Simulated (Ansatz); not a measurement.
**B3LYP/6-31G(d) (spherical functions) run of HBr (hydrogen bromide)**

What is the electronic atomisation energy of HBr (hydrogen bromide) at B3LYP/6-31G* (spherical functions)? 

The results are computed with Ansatz 0.2.0.

30 further runs of the same task are left out: 30 set aside as unsound or not needed.

## 1. The molecule

The species is HBr (2 atoms), meant as a singlet with charge 0. SMILES: `Br`. Geometry: relaxed at PBE0-D4/def2-TZVP.

Bond lengths: Br1–H2 1.420 Å.

## 2. The energy at B3LYP/6-31G(d) (spherical functions)

Contents of input.yaml:

```yaml
crystal:
  periodic: [false, false, false]
  atoms:
    - {symbol: Br, position_ang: [-0.603220, 0.217960, -0.305050]}
    - {symbol: H, position_ang: [0.603220, -0.217960, 0.305050]}
basis:
  gaussian: {orbitals: 6-31G_st_-spherical.json}
magnetization: {spin_polarized: false, initial_magnetization: 0}
hamiltonian: {xc: {name: B3LYP}}
accuracy: high
output: {orbitals: {seedname: orbitals}}
```

The basis set 6-31G* is read from a file made from the Basis Set Exchange's data (not shown).

Run with:

```console
$ ansatz run input.yaml --threads 1 --pin off --max-ram 3480MiB --events-out events.jsonl --progress --plain --runs-dir runs
```

The program printed:

```text
Warning: RAYON_NUM_THREADS=1 ignored (pool sized by the plan → 1); use --threads N
Functional definition: B3LYP
  name "B3LYP"
  parameter a0 = 0.2
  parameter ax = 0.72
  parameter ac = 0.81
  exchange = (1 - a0 - ax)*slater_x + ax*b88_x + a0*exact_x
  correlation = (1 - ac)*vwn_rpa_c + ac*lyp_c
533 factors; integrals over basis functions are off by at most 3.9e-9 eV
mean field evaluation 1: about -70054.8108 eV, gradient 6.6e0 eV
mean field evaluation 2: about -70054.8607 eV, gradient 5.3e0 eV
mean field evaluation 4: about -70054.9548 eV, gradient 3.1e-2 eV
mean field evaluation 8: about -70054.9830 eV, gradient 1.5e-3 eV
mean field evaluation 16: about -70054.9830 eV, gradient 1.1e-8 eV
mean field -70054.98301964 eV, -2574.4731409989 hartree, gradient 9.9e-9 eV, S^2 0.000000; 0 other end points of the search recorded, 0 dependent functions left out
reference -70054.98304345 eV, -2574.4731418739 hartree; 18, 18 occupied and 16, 16 virtual orbitals, 533 factors
Total energy: -70054.98304345 eV, -2574.4731418739 hartree
```

Run time: 1.1 s. Hardware: 1 thread of Arm Neoverse V2, shared host.

## 3. The Br atom, same level

Contents of job.yaml:

```yaml
crystal:
  periodic: [false, false, false]
  atoms:
    - {symbol: Br, position_ang: [0.000000, 0.000000, 0.000000]}
basis:
  gaussian:
    orbitals: 6-31G_st_-spherical.json
magnetization:
  spin_polarized: true
  initial_magnetization: 1
hamiltonian:
  xc: {name: B3LYP}
accuracy: high
```

The basis set 6-31G* is read from a file made from the Basis Set Exchange's data (not shown).

Run the same way, it converges to -2573.83095 Eh (log not shown).

## 4. The H atom

Contents of in.yaml:

```yaml
basis:
  gaussian:
    orbitals: "6-31G*"
crystal:
  periodic: [false, false, false]
  atoms:
    - {symbol: H, position_ang: [0.000000, 0.000000, 0.000000]}
magnetization:
  spin_polarized: true
  initial_magnetization: 1
hamiltonian:
  xc: {name: B3LYP}
accuracy: high
```

Run the same way, it converges to -0.50027 Eh (log not shown).

## 5. Outcome

Level: B3LYP/6-31G* (spherical functions).

```
                     quantity           value
       molecule: total energy  -2574.47314 Eh
        molecule: HOMO energy        -8.38 eV
        molecule: LUMO energy        -0.14 eV
      molecule: HOMO–LUMO gap         8.24 eV
        Br atom: total energy  -2573.83095 Eh
                Br atom: ⟨S²⟩           0.751
         H atom: total energy     -0.50027 Eh
                 H atom: ⟨S²⟩           0.750
electronic atomisation energy        3.862 eV
```

Taking the molecule apart into free atoms costs 3.86 eV (373 kJ/mol), before zero-point energy and without spin-orbit coupling.
